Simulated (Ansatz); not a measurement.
# CH3FGe: vertical ionisation energy

One table from this session's results is given with a row withheld; the runs are named, their logs left out.

Computed with Ansatz 0.2.0, Gaussian basis. Level: unrestricted cation, the program's frozen cores in correlated methods.

Levels to be run: UKS PBE-D4/def2-TZVPP; UKS r2SCAN-D4/def2-TZVPP; UKS PBE0-D4/def2-TZVPP; UKS B3LYP-D4/def2-TZVPP; UKS wB97X-V/def2-TZVPP; UKS wB97M-V/def2-TZVPP; UKS B2PLYP/def2-TZVPP; UHF-CCSD(T)/def2-TZVPP; UHF-MP2/def2-QZVPP; extrapolation to the limit; then −ε(HOMO) from the neutral's earlier runs with LDA (SPW92), PBE-D4, revPBE-D4, BLYP-D4, r2SCAN-D4, B97M-V, PBE0-D4, B3LYP-D4, r2SCANh-D4, r2SCAN0-D4, HSE06-D4, BHLYP-D4, CAM-B3LYP-D4, LC-ωPBE, ωB97X-V, ωB97M-V.

**The relaxed structure**

The geometry comes from an earlier relaxation with PBE0-D4 in a triple-zeta def2 set; it is a stationary point.

SMILES `[CH3][Ge][F]`, 6 atoms, charge 0, spin multiplicity 1.

Atoms are counted from 1 here; the program's logs count them from 0.

Bond lengths: C1–Ge2 1.981 Å, C1–H4 1.092 Å, C1–H5 1.095 Å, C1–H6 1.095 Å, Ge2–F3 1.766 Å. Angles: Ge2–C1–H4 112.8°, Ge2–C1–H5 108.9°, Ge2–C1–H6 109.0°, H4–C1–H5 109.4°, H4–C1–H6 109.5°, H5–C1–H6 107.1°, C1–Ge2–F3 95.0°.

As a file:

```mol
CH3FGe
  3D, bonds by distance, orders not assigned

  6  5  0  0  0  0  0  0  0  0999 V2000
   -0.2973    0.4503   -0.1978 C   0  0
    1.3627   -0.2490    0.6276 Ge  0  0
    0.8520   -1.9394    0.5920 F   0  0
   -0.2827    1.5342   -0.3263 H   0  0
   -1.1504    0.1704    0.4294 H   0  0
   -0.4421   -0.0304   -1.1710 H   0  0
  1  2  8  0
  2  3  8  0
  1  4  8  0
  1  5  8  0
  1  6  8  0
M  END
```

The first run:

in.yaml

```yaml
crystal:
  periodic: [false, false, false]
  atoms:
    - {symbol: C, position_ang: [-0.297305, 0.450260, -0.197845]}
    - {symbol: Ge, position_ang: [1.362668, -0.249004, 0.627624]}
    - {symbol: F, position_ang: [0.852022, -1.939409, 0.592026]}
    - {symbol: H, position_ang: [-0.282741, 1.534173, -0.326265]}
    - {symbol: H, position_ang: [-1.150401, 0.170359, 0.429403]}
    - {symbol: H, position_ang: [-0.442144, -0.030379, -1.171042]}
basis:
  gaussian: {orbitals: def2-TZVPP}
total_charge: 1
magnetization: {spin_polarized: true, initial_magnetization: 1}
hamiltonian: {xc: pbe, dispersion: d4}
```

Steps of the session up to this table: Cation, UKS PBE-D4/def2-TZVPP; Cation, UKS r2SCAN-D4/def2-TZVPP; Cation, UKS PBE0-D4/def2-TZVPP; Cation, UKS B3LYP-D4/def2-TZVPP; Cation, UKS wB97X-V/def2-TZVPP; Cation, UKS wB97M-V/def2-TZVPP; Cation, UKS B2PLYP (frozen core)/def2-TZVPP; Cation, UHF-CCSD(T)/def2-TZVPP; Cation, UHF-MP2/def2-QZVPP.

One of the session's tables, all rows but one given; the rest of the session is left out.

For comparison, −ε(HOMO) of the neutral from earlier runs:

| functional | −ε(HOMO) (eV) |
| --- | --- |
| LDA (SPW92) | 5.89 |
| PBE-D4 | 5.72 |
| revPBE-D4 | 5.66 |
| BLYP-D4 | ? |
| r2SCAN-D4 | 5.99 |
| B97M-V | 5.99 |
| PBE0-D4 | 6.85 |
| B3LYP-D4 | 6.68 |
| r2SCANh-D4 | 6.41 |
| r2SCAN0-D4 | 7.03 |
| HSE06-D4 | 6.45 |
| BHLYP-D4 | 7.87 |
| CAM-B3LYP-D4 | 8.16 |
| LC-ωPBE | 9.42 |
| ωB97X-V | 9.09 |
| ωB97M-V | 8.99 |

**Question.** Estimate the row for BLYP-D4.

Worked estimate for «−ε(HOMO) (eV)». Against the share of exact exchange, B3LYP-D4 (0.2, 6.68), BHLYP-D4 (0.5, 7.87) give a slope of 3.97 per unit share; at 0 the line stands at 5.89.

**Answer.** −ε(HOMO) (eV): 5.61. In «−ε(HOMO) (eV)» the line misses by +0.28.
